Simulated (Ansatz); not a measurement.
# B2ClH5InN: basis-set convergence

One table from this session's results is given with a row withheld; the runs are named, their logs left out.

Program: Ansatz 0.2.0, Gaussian basis. Level of theory: one geometry, several basis sets. These are calculated values, not measurements.

Levels to be run: PBE0-D4/def2-SVP; ωB97M-V/def2-SVP; PBE0-D4/def2-QZVPP; ωB97M-V/def2-QZVPP; the functionals' def2-TZVPP values are taken from earlier runs.

**The geometry**

All runs share one geometry, relaxed beforehand with PBE0-D4 in a triple-zeta def2 set. In takes the def2 core potential; no spin-orbit term is included.

10 atoms, charge 0, spin multiplicity 1.

Atoms are counted from 1 here; the program's logs count them from 0.

Bond lengths: B1–In2 2.239 Å, B1–H6 1.196 Å, B1–H7 1.196 Å, In2–Cl3 2.425 Å, In2–B4 2.259 Å, B4–N5 1.378 Å, B4–H8 1.196 Å, N5–H9 1.012 Å, N5–H10 1.009 Å. Angles: In2–B1–H6 121.3°, In2–B1–H7 121.3°, H6–B1–H7 117.4°, B1–In2–Cl3 102.7°, B1–In2–B4 157.2°, Cl3–In2–B4 100.1°, In2–B4–N5 112.8°, In2–B4–H8 127.2°, N5–B4–H8 119.9°, B4–N5–H9 122.2°, B4–N5–H10 123.6°, H9–N5–H10 114.2°.

As a file:

```mol
B2ClH5InN
  3D, bonds by distance, orders not assigned

 10  9  0  0  0  0  0  0  0  0999 V2000
   -0.6093    1.9786    2.0880 B   0  0
   -0.1863    0.4649    0.4940 In  0  0
    2.2354    0.4812    0.3731 Cl  0  0
   -0.6507   -1.0820   -1.0851 B   0  0
    0.4818   -1.5933   -1.6818 N   0  0
   -0.6688    1.6666    3.2410 H   0  0
   -0.7468    3.1367    1.8236 H   0  0
   -1.7307   -1.4690   -1.4240 H   0  0
    1.4118   -1.2904   -1.4212 H   0  0
    0.4634   -2.2933   -2.4076 H   0  0
  1  2  8  0
  2  3  8  0
  2  4  8  0
  4  5  8  0
  1  6  8  0
  1  7  8  0
  4  8  8  0
  5  9  8  0
  5 10  8  0
M  END
```

The first run:

The input, in.yaml:

```yaml
crystal:
  periodic: [false, false, false]
  atoms:
    - {symbol: B, position_ang: [-0.609300, 1.978592, 2.088042]}
    - {symbol: In, position_ang: [-0.186267, 0.464934, 0.493975]}
    - {symbol: Cl, position_ang: [2.235444, 0.481179, 0.373057]}
    - {symbol: B, position_ang: [-0.650675, -1.082033, -1.085059]}
    - {symbol: N, position_ang: [0.481827, -1.593278, -1.681793]}
    - {symbol: H, position_ang: [-0.668773, 1.666582, 3.240974]}
    - {symbol: H, position_ang: [-0.746806, 3.136719, 1.823615]}
    - {symbol: H, position_ang: [-1.730657, -1.468960, -1.423997]}
    - {symbol: H, position_ang: [1.411827, -1.290407, -1.421237]}
    - {symbol: H, position_ang: [0.463392, -2.293328, -2.407576]}
basis:
  gaussian: {orbitals: def2-SVP}
hamiltonian: {xc: pbe0, dispersion: d4}
output: {orbitals: {seedname: orbitals}}
```

Started as:

```
> ansatz run in.yaml --threads 4 --pin off --events-out ev --progress --plain --max-ram 10444MiB
```

Steps of the session up to this table: PBE0-D4 in def2-SVP; ωB97M-V in def2-SVP; PBE0-D4 in def2-QZVPP; ωB97M-V in def2-QZVPP.

One table of the session follows, with a row left open; its other results are not shown here.

It belongs to the step «Functionals by basis». 

```
functional       basis  HOMO (eV)  LUMO (eV)
   PBE0-D4    def2-SVP      -6.79      -2.33
   PBE0-D4  def2-TZVPP      -6.92      -2.45
   PBE0-D4  def2-QZVPP      -6.94      -2.47
   ωB97M-V    def2-SVP      -8.79      -0.33
   ωB97M-V  def2-TZVPP          ?          ?
   ωB97M-V  def2-QZVPP      -8.98      -0.62
```

Q: Estimate the row for ωB97M-V, def2-TZVPP from the others.

**Answer.** HOMO (eV): -8.96; LUMO (eV): -0.56. In the column «HOMO (eV)» it lies between ωB97M-V, def2-QZVPP (-8.98) and ωB97M-V, def2-SVP (-8.79).
